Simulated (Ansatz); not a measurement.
# GaB+ (doublet): from Hartree-Fock to the top rungs, aug-cc-pVDZ

How much of the correlation energy of GaB+ (doublet) does each wave-function method recover here?

Computed with Ansatz 0.2.0, Gaussian basis. Level: aug-cc-pVDZ, core rule «outside noble gas», up to 15 orbitals frozen.

The runs, in order: UHF; CCSD(T) on ROHF; CCSD(T) on UHF; BCCD(T) on ROHF; CISD as a restricted active space (open shells left free, so some higher excitations enter); CCSDT(Q) on ROHF; CCSDT(Q) on UHF; CASSCF and MRCISD+Q, 5 electrons in 8 orbitals; CASSCF and NEVPT2, 5 electrons in 8 orbitals; Full CI.

13 further runs of the same task are left out: 1 for a known fault of the program, 5 that didn't finish, 7 set aside as unsound or not needed. Runs told in other sessions of the task aren't counted.

## (1) The geometry

The geometry is a PBE0/def2-TZVP stationary point (not a proven minimum). No spin-orbit coupling is included. The filled d shell of Ga may be among the frozen orbitals whatever the setting's name suggests.

2 atoms, charge 1, spin multiplicity 2.

Atoms are counted from 1 here; the program's logs count them from 0.

No contacts short enough for the rule that draws bonds.

## (2) UHF

File in.yaml:

```yaml
crystal:
  periodic: [false, false, false]
  atoms:
    - {symbol: B, position_ang: [0.000000, 0.000000, 0.000000]}
    - {symbol: Ga, position_ang: [0.000000, 0.000000, 2.772800]}
basis:
  gaussian: {orbitals: aug-cc-pVDZ}
total_charge: 1
magnetization: {spin_polarized: true, initial_magnetization: 1}
hamiltonian: {xc: hf}
output: {orbitals: {seedname: orbitals}}
```

Launch:

```sh
ansatz run in.yaml --threads 1 --pin off --events-out ev --progress --plain --max-ram 2393MiB
```

Further steps of the session: CCSD(T) on ROHF; CCSD(T) on UHF; BCCD(T) on ROHF; CISD as a restricted active space (open shells left free, so some higher excitations enter); CCSDT(Q) on ROHF; CCSDT(Q) on UHF; CASSCF and MRCISD+Q, 5 electrons in 8 orbitals; CASSCF and NEVPT2, 5 electrons in 8 orbitals; Full CI.

**Question.** What will the summary of the whole plan be? Wanted: FCI from the RHF energy; RMP2 from FCI; UMP2 from FCI; RCCSD from FCI; RCCSD(T) from FCI; UCCSD(T) from FCI; RCCSDT(Q) from FCI; UCCSDT(Q) from FCI; NEVPT2 valence from FCI.

The runs gave:

| quantity | value |
| --- | --- |
| FCI from the ROHF energy | -2.9162 eV |
| RMP2 from FCI | +1027.8 meV |
| UMP2 from FCI | +1017.4 meV |
| RCCSD from FCI | +79.4 meV |
| RCCSD(T) from FCI | +23.5 meV |
| UCCSD(T) from FCI | +21.0 meV |
| RCCSDT(Q) from FCI | +0.5 meV |
| UCCSDT(Q) from FCI | -0.8 meV |
| NEVPT2 valence from FCI | +257.5 meV |
| MRCISD+Q valence from FCI | -12.3 meV |
| levels within 1 kcal/mol (43 meV) | RCCSD(T), UCCSD(T), BCCD(T), RCCSDT, UCCSDT, RCCSDT(Q), UCCSDT(Q), MRCISD valence, MRCISD+Q valence |
| T1 diagnostic | 0.039 |
| effectively unpaired electrons | 1.13 |

RCCSD(T) misses by +23.5 meV, 0.8 % of the correlation energy. MRCISD+Q valence falls below full CI: the +Q correction isn't variational, and the cores differ from full CI's. One determinant dominates. Of the multireference levels listed MRCISD+Q valence comes nearest in total energy (-12.3 meV), which doesn't show that its space is the better one. These misses are within one basis, not against nature; the frozen cores of restricted and unrestricted runs differ, which can shift their rows.

Levels on UHF freeze UHF's core orbitals, full CI those of ROHF, so the U rows can settle a little off it for that reason alone.

With open shells the CI space here admits some higher excitations, so it is larger than plain CISD.
